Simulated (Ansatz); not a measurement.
# C₃H₇NTe: one species, many methods

The task here is to estimate one member of a computed series from the others.

Program: Ansatz 0.2.0, Gaussian basis. Level of theory: functionals in def2-TZVPP, the program's frozen cores in correlated methods. These are calculated values, not measurements.

Plan: PBE-D4, r2SCAN-D4, PBE0-D4, B3LYP-D4, ωB97X-V, ωB97M-V, B2PLYP; CCSD(T)/def2-TZVPP; MP2/def2-QZVPP; extrapolation to the limit.

**The geometry**

An earlier PBE0-D4 in a triple-zeta def2 set relaxation fixed the geometry. Te takes the def2 core potential; no spin-orbit term is included.

12 atoms, charge 0, spin multiplicity 1.

Atoms are counted from 1 here; the program's logs count them from 0.

Bond lengths: C1–C2 1.333 Å, C1–H6 1.080 Å, C1–H7 1.087 Å, C2–N3 1.383 Å, C2–Te4 2.114 Å, N3–H8 1.009 Å, N3–H9 1.010 Å, Te4–C5 2.132 Å, C5–H10 1.088 Å, C5–H11 1.089 Å, C5–H12 1.087 Å. Angles: C2–C1–H6 122.1°, C2–C1–H7 120.5°, H6–C1–H7 117.4°, C1–C2–N3 125.4°, C1–C2–Te4 122.9°, N3–C2–Te4 111.6°, C2–N3–H8 115.4°, C2–N3–H9 114.7°, H8–N3–H9 112.8°, C2–Te4–C5 95.7°, Te4–C5–H10 108.7°, Te4–C5–H11 107.1°, Te4–C5–H12 110.3°, H10–C5–H11 110.1°, H10–C5–H12 110.9°, H11–C5–H12 109.7°.

Set-up of the first run:

in.yaml

```yaml
crystal:
  periodic: [false, false, false]
  atoms:
    - {symbol: C, position_ang: [-0.055090, 1.164275, 0.808838]}
    - {symbol: C, position_ang: [-0.162665, -0.158317, 0.936729]}
    - {symbol: N, position_ang: [0.025781, -0.867057, 2.109298]}
    - {symbol: Te, position_ang: [-0.794483, -1.416900, -0.639654]}
    - {symbol: C, position_ang: [-0.039334, -0.186172, -2.207586]}
    - {symbol: H, position_ang: [-0.357077, 1.680561, -0.090532]}
    - {symbol: H, position_ang: [0.324670, 1.768162, 1.628580]}
    - {symbol: H, position_ang: [0.530181, -1.735272, 2.014501]}
    - {symbol: H, position_ang: [0.344702, -0.312485, 2.891179]}
    - {symbol: H, position_ang: [0.975575, 0.114416, -1.956089]}
    - {symbol: H, position_ang: [-0.037294, -0.789565, -3.114647]}
    - {symbol: H, position_ang: [-0.677966, 0.683053, -2.346317]}
basis:
  gaussian: {orbitals: def2-TZVPP}
hamiltonian: {xc: pbe, dispersion: d4}
output: {forces: true, orbitals: {seedname: orbitals}}
```

On the command line:

```bash
$ ansatz run in.yaml --threads 4 --pin off --events-out ev --progress --plain --max-ram 10444MiB
```

Steps of the session up to this table: PBE-D4 (GGA); r2SCAN-D4 (meta-GGA); PBE0-D4 (hybrid); B3LYP-D4 (hybrid); ωB97X-V (range-separated); ωB97M-V (range-separated); B2PLYP (double hybrid); CCSD(T) in def2-TZVPP; MP2 in def2-QZVPP.

One of the session's tables, all rows but one given; the rest of the session is left out.

| method | atomisation energy (kcal/mol) |
| --- | --- |
| PBE-D4 | 1087.5 |
| r2SCAN-D4 | 1056.1 |
| PBE0-D4 | 1063.5 |
| B3LYP-D4 | 1059.9 |
| ωB97X-V | 1056.5 |
| ωB97M-V | 1056.1 |
| B2PLYP | ? |
| HF/def2-TZVPP | 737.4 |
| MP2/def2-TZVPP | 1041.8 |
| CCSD/def2-TZVPP | 1007.2 |
| CCSD(T)/def2-TZVPP | 1026.5 |
| MP2/CBS | 1073.6 |
| CCSD(T)/CBS | 1058.3 |

Q: Estimate the row for B2PLYP from the others.

The run gave: atomisation energy (kcal/mol): 1045.0. In the column «atomisation energy (kcal/mol)» it lies between MP2/def2-TZVPP (1041.8) and r2SCAN-D4 (1056.1).

Caveats from the session: Free atoms (3 C, 1 N, 1 Te, 7 H) were run apart at each level; the atomisation energy is their sum less the molecule, without zero-point or spin-orbit terms.
